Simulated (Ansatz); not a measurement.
**C₂H₄F₂O₂Si: how energies converge with the basis set**

One table from this session's results is given with a row withheld; the runs are named, their logs left out.

Method: one geometry, several basis sets; program: Ansatz 0.2.0, Gaussian basis.

Levels to be run: PBE0-D4/def2-SVP; ωB97M-V/def2-SVP; PBE0-D4/def2-QZVPP; ωB97M-V/def2-QZVPP; the functionals' def2-TZVPP values are taken from earlier runs.

## Structure used throughout

The geometry comes from an earlier relaxation with PBE0-D4 in a triple-zeta def2 set; it is a stationary point, not always the lowest conformer.

11 atoms, charge 0, spin multiplicity 1.

Atoms are counted from 1 here; the program's logs count them from 0.

Bond lengths: C1–C2 1.490 Å, C1–H8 1.087 Å, C1–H9 1.092 Å, C1–H10 1.092 Å, C2–O3 1.200 Å, C2–O4 1.354 Å, O4–Si5 1.658 Å, Si5–F6 1.578 Å, Si5–F7 1.575 Å, Si5–H11 1.462 Å. Angles: C2–C1–H8 109.9°, C2–C1–H9 109.6°, C2–C1–H10 109.4°, H8–C1–H9 110.4°, H8–C1–H10 110.3°, H9–C1–H10 107.1°, C1–C2–O3 126.3°, C1–C2–O4 112.6°, O3–C2–O4 121.1°, C2–O4–Si5 118.1°, O4–Si5–F6 103.6°, O4–Si5–F7 110.2°, O4–Si5–H11 114.1°, F6–Si5–F7 107.4°, F6–Si5–H11 109.6°, F7–Si5–H11 111.5°.

The first run:

in.yaml

```yaml
crystal:
  periodic: [false, false, false]
  atoms:
    - {symbol: C, position_ang: [0.795435, -0.770262, 1.638726]}
    - {symbol: C, position_ang: [0.551371, -0.390927, 0.218275]}
    - {symbol: O, position_ang: [1.233626, -0.687448, -0.723647]}
    - {symbol: O, position_ang: [-0.565661, 0.359422, 0.064979]}
    - {symbol: Si, position_ang: [-0.951557, 0.880971, -1.461122]}
    - {symbol: F, position_ang: [-2.211889, 1.801322, -1.230470]}
    - {symbol: F, position_ang: [-1.413406, -0.334108, -2.349629]}
    - {symbol: H, position_ang: [1.702730, -1.363749, 1.712754]}
    - {symbol: H, position_ang: [0.879309, 0.131123, 2.249019]}
    - {symbol: H, position_ang: [-0.059214, -1.335689, 2.015650]}
    - {symbol: H, position_ang: [0.104559, 1.652345, -2.114035]}
basis:
  gaussian: {orbitals: def2-SVP}
hamiltonian: {xc: pbe0, dispersion: d4}
output: {orbitals: {seedname: orbitals}}
```

On the command line:

```bash
$ ansatz run in.yaml --threads 2 --pin off --events-out ev --progress --plain --max-ram 32768MiB --backend cpu
```

Steps of the session up to this table: PBE0-D4 in def2-SVP; ωB97M-V in def2-SVP; PBE0-D4 in def2-QZVPP; ωB97M-V in def2-QZVPP.

One of the session's tables, all rows but one given; the rest of the session is left out.

It belongs to the step «Density functionals: the series». 

| functional | basis | HOMO (eV) | LUMO (eV) |
| --- | --- | --- | --- |
| PBE0-D4 | def2-SVP | ? | ? |
| PBE0-D4 | def2-TZVPP | -8.66 | -0.48 |
| PBE0-D4 | def2-QZVPP | -8.69 | -0.54 |
| ωB97M-V | def2-SVP | -10.99 | 2.03 |
| ωB97M-V | def2-TZVPP | -11.10 | 1.80 |
| ωB97M-V | def2-QZVPP | -11.14 | 1.54 |

**Question.** Estimate the row for PBE0-D4, def2-SVP.

The run gave: HOMO (eV): -8.57; LUMO (eV): -0.32. In the column «HOMO (eV)» it is the highest.
